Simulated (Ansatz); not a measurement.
Born–Oppenheimer molecular dynamics of a periodic cell of 17 atoms, Mg$_{9}$O$_{8}$ (host MgO, host structure Fm-3m, interstitial Mg). It starts from a relaxed structure.

Level of theory: DFT LDA, scalar-relativistic, plane waves, PAW (Ansatz 0.2.0). Settings: accuracy low, PAW set soft_1, cutoff 420 eV, k mesh 2x2x2, fermi-dirac smearing 0.02 eV, no spin polarisation.

| Quantity | Value |
| --- | --- |
| ensemble | NVE (velocity Verlet) |
| time step | 1 fs |
| steps asked | 220 |
| starting velocities drawn for | 2400 K |
| seed | 600136 |

First frame:

```xyz
17
Lattice="0.0000 4.1810 4.1810 4.1810 0.0000 4.1810 4.1810 4.1810 0.0000" Properties=species:S:1:pos:R:3
Mg 0.055 0.054 0.037
O 2.106 2.108 1.998
Mg 2.156 2.159 0.065
O 4.231 4.232 2.139
Mg 2.070 0.088 2.176
O 4.422 2.162 4.252
Mg 4.235 2.131 2.143
O 6.288 4.092 4.197
Mg 0.086 2.070 2.175
O 2.162 4.425 4.252
Mg 2.129 4.236 2.144
O 4.090 6.288 4.196
Mg 1.672 1.675 3.762
O 4.144 4.146 6.234
Mg 4.267 4.269 4.159
O 6.343 6.344 6.511
Mg 2.837 2.839 4.926
```

(1) What does the run give?

(2) What happens to the structure?

(3) How do temperature and energy run in time?

Answers

(1) All steps were run.

* steps done: 220
* time covered: 220 fs
* mean temperature over the second half: 1197 K
* spread of the potential energy over the second half: 21.6 meV per atom
* mean potential energy of the second half above the start: 146.5 meV per atom

The conserved energy stayed within 0.35 meV per atom of its start (net change 0.19 meV per atom), so the integration is sound. Over the second half the temperature averaged 0.50 of the 2400 K drawn at the start: a run that starts near a minimum puts about half its kinetic energy into the potential. A run of 0.22 ps of so small a system gives no equilibrium averages. Limits of this set-up: coarse k mesh, PAW files made for another functional, a small cell, in which the defect meets its images, low accuracy level.

(2) Mean squared displacements from the first frame to the last, about the centre of mass: Mg 0.06 Å², O 0.07 Å². This is one draw of velocities; another would differ in detail.

(3) 
```tsv
time (fs)	T (K)	potential energy less start (eV)	conserved less start (meV/atom)
0	2400	0.000	0.00
7	1829	1.183	0.11
14	849	3.213	0.34
21	677	3.567	0.24
28	975	2.949	0.16
35	1133	2.623	0.12
42	1105	2.682	0.23
49	1207	2.470	0.15
56	1128	2.636	0.22
63	1124	2.643	0.22
70	1219	2.446	0.20
77	1323	2.229	0.17
84	1254	2.372	0.15
91	984	2.932	0.23
98	961	2.980	0.22
105	1156	2.575	0.15
112	1197	2.491	0.17
119	1149	2.591	0.23
126	1309	2.259	0.18
133	1414	2.042	0.13
140	1236	2.410	0.18
147	986	2.929	0.19
154	885	3.139	0.27
161	1247	2.387	0.17
168	1533	1.795	0.13
175	1459	1.949	0.16
182	1245	2.394	0.23
189	1255	2.371	0.17
196	1192	2.501	0.15
203	970	2.962	0.25
210	1014	2.870	0.18
217	1067	2.759	0.18
```

Time of the run: 10 min on 1 thread of Arm Neoverse V2, with other jobs on the host, peak memory 0.43 GiB.
